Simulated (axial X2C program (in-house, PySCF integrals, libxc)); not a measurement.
**ClTiCl⁻: bond lengths and stretches, held linear**

The task here is to estimate one member of a computed series from the others.

Method: all-electron X2C, two-component (2c) or spin-free, Cl dyall-av3z, Ti dyall-v3z; program: an in-house X2C program for linear molecules on PySCF integrals.

All values are calculated.

2 further runs of the same task are left out: 2 set aside as unsound or not needed.

Set-up of the first run:

Input file task.json:

```json
{"zs": [17, 22, 17], "q": -1, "bas": ["dyall-av3z", "dyall-v3z", "dyall-av3z"], "r0": [2.35, 2.35], "symm": 1, "scan": ["PBE0", "HF", "BHandHLYP"], "levels": ["PBE0", "HF", "r2SCAN"], "nst": 2}
```

Keys: zs atomic numbers; q charge; bas basis sets; r0 starting distance in Å; symm equal bonds; scan levels of the two-bond scan (MP2 follows by itself at each HF point); levels methods; nst determinants followed.

Command:

```console
> python solin.py task.json out
```

Masses Cl 34.969, Ti 47.948, Cl 34.969 u.

Among the steps run: Scan at PBE0, 2c; Scan at HF, 2c; Scan at BHandHLYP, 2c.

One of the session's tables, all rows but one given; the rest of the session is left out.

| level | r(Cl–Ti) (Å) | r(Ti–Cl) (Å) | lower stretch (cm⁻¹) | upper stretch (cm⁻¹) |
| --- | --- | --- | --- | --- |
| PBE0, 2c | 2.354 | 2.354 | 262.2 | 377.7 |
| HF, 2c | 2.431 | 2.431 | 248.2 | 357.0 |
| BHandHLYP, 2c | 2.382 | 2.382 | 258.9 | 374.3 |
| MP2, 2c | 2.340 | 2.340 | 267.7 | 387.5 |
| PBE0, spin-free | 2.354 | 2.354 | 262.3 | 377.9 |
| HF, spin-free | ? | ? | ? | ? |
| BHandHLYP, spin-free | 2.382 | 2.382 | 259.1 | 374.5 |
| MP2, spin-free | 2.340 | 2.340 | 267.7 | 387.6 |

Estimate the missing values for HF, spin-free.

**Answer.** r(Cl–Ti) (Å): 2.430; r(Ti–Cl) (Å): 2.430; lower stretch (cm⁻¹): 248.4; upper stretch (cm⁻¹): 357.2. In the column «r(Cl–Ti) (Å)» it lies between BHandHLYP, spin-free (2.382) and HF, 2c (2.431).

Scans not shown above were run alike.

To keep in mind: For an anion the highest level of a functional can be positive, and the basis then holds the extra electron. The molecule was held linear; bending was not examined, so a bent shape may lie lower.
